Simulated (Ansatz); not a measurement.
**Nb3Tl: from the start to rest**

Aim: in Nb3Tl, a crystal from a database, its volume scaled a little, relax the atoms in a fixed cell, then read levels, charges and fields where it ends.

Computed, not measured: Ansatz 0.2.0, DFT, r2SCAN, no spin polarisation, plane waves, PAW.

## Step 1: The system as given

The structure is cubic, space group Pm-3n (No. 223). The conventional cell has a = 5.242 Å, b = 5.242 Å, c = 5.242 Å, α = 90.00°, β = 90.00°, γ = 90.00°. Around Nb (site symmetry -4m2) lie 2 Nb at 2.62 Å and 4 Tl at 2.93 Å. Tl (site symmetry m-3) has 12 Nb at 2.93 Å as nearest neighbours.

Coordinates:

```cif
data_structure
_symmetry_space_group_name_H-M 'P 1'
_symmetry_Int_Tables_number 1
_cell_length_a 5.2420
_cell_length_b 5.2420
_cell_length_c 5.2420
_cell_angle_alpha 90.000
_cell_angle_beta 90.000
_cell_angle_gamma 90.000
_cell_volume 144.04
loop_
_atom_site_label
_atom_site_type_symbol
_atom_site_fract_x
_atom_site_fract_y
_atom_site_fract_z
_atom_site_occupancy
Nb1 Nb 0.25000 0.00000 0.50000 1
Nb2 Nb 0.50000 0.75000 0.00000 1
Nb3 Nb 0.75000 0.00000 0.50000 1
Nb4 Nb 0.50000 0.25000 0.00000 1
Nb5 Nb 0.00000 0.50000 0.75000 1
Nb6 Nb 0.00000 0.50000 0.25000 1
Tl1 Tl 0.00000 0.00000 0.00000 1
Tl2 Tl 0.50000 0.50000 0.50000 1
```

It starts from an earlier solution of the starting cell (checkpoint.read).

## Step 2: The relaxation

File input.yaml:

```yaml
crystal:
  lattice:
    - [5.24202019, 0.0, 0.0]
    - [0.0, 5.24202019, 0.0]
    - [0.0, 0.0, 5.24202019]
  atoms:
    - { symbol: Nb, position: [0.25, 0.0, 0.5] }
    - { symbol: Nb, position: [0.5, 0.75, 0.0] }
    - { symbol: Nb, position: [0.75, 0.0, 0.5] }
    - { symbol: Nb, position: [0.5, 0.25, 0.0] }
    - { symbol: Nb, position: [0.0, 0.5, 0.75] }
    - { symbol: Nb, position: [0.0, 0.5, 0.25] }
    - { symbol: Tl, position: [0.0, 0.0, 0.0] }
    - { symbol: Tl, position: [0.5, 0.5, 0.5] }
  symmetry: { tolerance: 0.0003 }
kpoints:
  mp_grid: { grid: [7, 7, 7], shift: [0, 0, 0] }
magnetization:
  spin_polarized: false
scf:
  occupations: { method: gaussian, width: 0.0808 }
  lower_state_search: "off"
hamiltonian:
  pseudopotentials: { kind: paw }
  xc: r2scan
basis:
  ecutwfc: 500
  fft_grid_basis: typed
relax:
  max_steps: 60
  f_tol: 0.03
output:
  forces: true
  stress: true
  eigenvalues: true
  bader: true
  populations: true
  elf: true
  write_potential: true
  volumetric_format: npy
  dos:
    e_range: [-12, 8]
    de: 0.05
    projected: { site_lists: { Nb: [Nb], Tl: [Tl] } }
  write_density: true
checkpoint:
  read: saved_state
```

Launch:

```bash
$ ansatz run input.yaml --threads 2 --pin off --max-ram 2560MiB --backend cpu --events-out ev --progress --plain --runs-dir out
```

Before running it: what results should come out? Wanted: moves; energy gained; largest move; pressure left in the fixed cell; character; Bader charges.

The runs gave:

| quantity | value |
| --- | --- |
| moves | 0 |
| energy gained | 0.0 meV/atom |
| largest move | 0.00 Å |
| space group (0.01 Å), before / after | Pm-3n / Pm-3n |
| pressure left in the fixed cell | 8.6 GPa |
| character | metal |
| density of states, mean within 0.25 eV of the Fermi level | 10 per eV per cell |
| Bader charges | Nb +0.37, Tl -1.12 e |

What this shows: In the fixed cell the atoms end where they began within the cell. The fixed cell still holds a mean pressure of 8.6 GPa, so it would expand if let free. With 48 symmetry operations imposed, the end may be a saddle point towards distortions that break them. It is a metal; within 0.25 eV of the Fermi level the density of states averages 10 per eV per cell, mostly Nb d (83 %). Nb loses most charge (+0.37 e on average) and Tl gains most (-1.12 e).

Caveats: many states at the Fermi level without spin polarisation, so a magnetic state may lie lower; the SCF threshold is loose for a stress.
